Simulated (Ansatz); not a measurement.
# Al3B2N5: the cost of one run

Computed with Ansatz 0.2.0 (DFT PBE, scalar-relativistic, plane waves, PAW, unless a step's input says otherwise).

## (1) Starting point

Symmetry: I4/mmm, No. 139, tetragonal system. The conventional cell has a = 3.180 Å, b = 3.180 Å, c = 22.488 Å, α = 90.00°, β = 90.00°, γ = 90.00°. Al (site symmetry 4mm) is surrounded by 6 N at 2.25 Å. Around Al (site symmetry 4/mmm) lie 6 N at 2.25 Å. B (site symmetry 4mm) has 6 N at 2.25 Å as nearest neighbours. N (site symmetry 4/mmm) is surrounded by 6 Al at 2.25 Å. Around N (site symmetry 4mm) lie 1 B at 2.25 Å and 5 Al at 2.25 Å. N (site symmetry 4mm) has 1 Al at 2.25 Å and 5 B at 2.25 Å as nearest neighbours.

Structure file:

```
Al B N
1.0
    -1.59012    1.59012   11.24386
     1.59012   -1.59012   11.24386
     1.59012    1.59012  -11.24386
Al B N
3 2 5
Cartesian
  0.0000 0.0000 20.2389
  0.0000 0.0000 11.2439
  0.0000 0.0000 2.2488
  0.0000 0.0000 15.7414
  0.0000 0.0000 6.7463
  0.0000 0.0000 0.0000
  0.0000 0.0000 13.4926
  0.0000 0.0000 4.4975
  0.0000 0.0000 17.9902
  0.0000 0.0000 8.9951
```

The start is an ordering of an alloy on its end members' structure types: elements ordered on the sites of the AlN type, B/Al on Al (I4/mmm, No. 139).

## (2) Probe: one point on a coarse mesh

input.yaml reads:

```yaml
crystal:
  lattice:
    - [-1.59012169, 1.59012169, 11.24385827]
    - [1.59012169, -1.59012169, 11.24385827]
    - [1.59012169, 1.59012169, -11.24385827]
  atoms:
    - { symbol: Al, position: [0.9, 0.9, 0.0] }
    - { symbol: Al, position: [0.5, 0.5, 0.0] }
    - { symbol: Al, position: [0.1, 0.1, 0.0] }
    - { symbol: B, position: [0.7, 0.7, 0.0] }
    - { symbol: B, position: [0.3, 0.3, 0.0] }
    - { symbol: "N", position: [0.0, 0.0, 0.0] }
    - { symbol: "N", position: [0.6, 0.6, 0.0] }
    - { symbol: "N", position: [0.2, 0.2, 0.0] }
    - { symbol: "N", position: [0.8, 0.8, 0.0] }
    - { symbol: "N", position: [0.4, 0.4, 0.0] }
basis:
  ecutwfc: 420
kpoints:
  mp_grid: { grid: [8, 8, 8] }
hamiltonian:
  xc: pbe
scf:
  occupations: { method: gaussian, width: 0.1 }
  lower_state_search: "off"
output:
  forces: true
  stress: true
  eigenvalues: true
```

On the command line:

```
$ ansatz run input.yaml --threads 1 --pin off --max-ram 2560MiB --backend cpu --events-out ev --progress --plain --runs-dir out
```

Q: Estimate wall time and peak memory on 1 thread of Intel Xeon at 2.50GHz (Skylake/Cascade Lake), shared host.

About 25 s, with a peak of 0.46 GiB.
